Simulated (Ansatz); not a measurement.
# ZnSi (quintet): from Hartree-Fock to the top rungs, def2-SVP

One table from this session's results is given with a row withheld; the runs are named, their logs left out.

Computed with Ansatz 0.2.0, Gaussian basis. Level: def2-SVP, core rule «outside noble gas», up to 14 orbitals frozen.

To be run: UHF; CCSD(T) on ROHF; CCSD(T) on UHF; CISD; CCSDT(Q) on ROHF; CCSDT(Q) on UHF; CASSCF and MRCISD+Q, 16 electrons in 10 orbitals; CASSCF and NEVPT2, 16 electrons in 10 orbitals.

23 further runs of the same task are left out: 1 for a mislabelled method, 7 that didn't finish, 15 set aside as unsound or not needed.

## What is computed

The geometry is a PBE0/def2-TZVP stationary point (not a proven minimum) of the parent state, kept for this charge and spin.

2 atoms, charge 0, spin multiplicity 5.

Atoms are counted from 1 here; the program's logs count them from 0.

Bond lengths: Zn1–Si2 2.393 Å.

The first run:

The input, in.yaml:

```yaml
crystal:
  periodic: [false, false, false]
  atoms:
    - {symbol: Zn, position_ang: [0.000000, 0.000000, 0.000000]}
    - {symbol: Si, position_ang: [0.000000, 0.000000, 2.393200]}
basis:
  gaussian: {orbitals: def2-SVP}
magnetization: {spin_polarized: true, initial_magnetization: 4}
hamiltonian: {xc: hf}
output: {orbitals: {seedname: orbitals}}
```

Run with:

```
> ansatz run in.yaml --threads 1 --pin off --events-out ev --progress --plain --max-ram 2393MiB
```

Steps of the session up to this table: UHF; CCSD(T) on ROHF; CCSD(T) on UHF; CISD; CCSDT(Q) on ROHF; CCSDT(Q) on UHF; CASSCF and MRCISD+Q, 16 electrons in 10 orbitals; CASSCF and NEVPT2, 16 electrons in 10 orbitals.

One table of the session follows, with a row left open; its other results are not shown here.

```
          method  from UCCSDT(Q) (kJ/mol)
            ROHF                   +861.9
             UHF                   +859.1
            RMP2                    +10.5
            UMP2                    +10.4
            CISD                    +79.9
           RCCSD                    +23.1
           UCCSD                        ?
        RCCSD(T)                     -1.4
        UCCSD(T)                     -1.5
          RCCSDT                     -2.0
          UCCSDT                     -2.1
       RCCSDT(Q)                     +0.3
       UCCSDT(Q)                        0
  CASSCF valence                   +861.7
  NEVPT2 valence                   +110.1
  MRCISD valence                    +83.6
MRCISD+Q valence                    +26.2
```

Q: Estimate the row for UCCSD from the others.

**Answer.** from UCCSDT(Q) (kJ/mol): +23.0. In the column «from UCCSDT(Q) (kJ/mol)» it lies between RMP2 (+10.5) and RCCSD (+23.1).

Among the levels timed on like hardware and quicker than the yardstick, those that no quicker one beats, quickest first: NEVPT2 valence (0.87 s, +110.1 kJ/mol); UCCSD(T) (2.8 s, -1.5 kJ/mol); RCCSD(T) (2.9 s, -1.4 kJ/mol).

Limits of these values: Of the multireference levels listed MRCISD+Q valence comes nearest in total energy (+26.2 kJ/mol), which doesn't show that its space is the better one. Restricted and unrestricted rows rest on different reference determinants; where their highest levels disagree by more than a few hundredths of an eV, they describe different states and don't form one ladder.
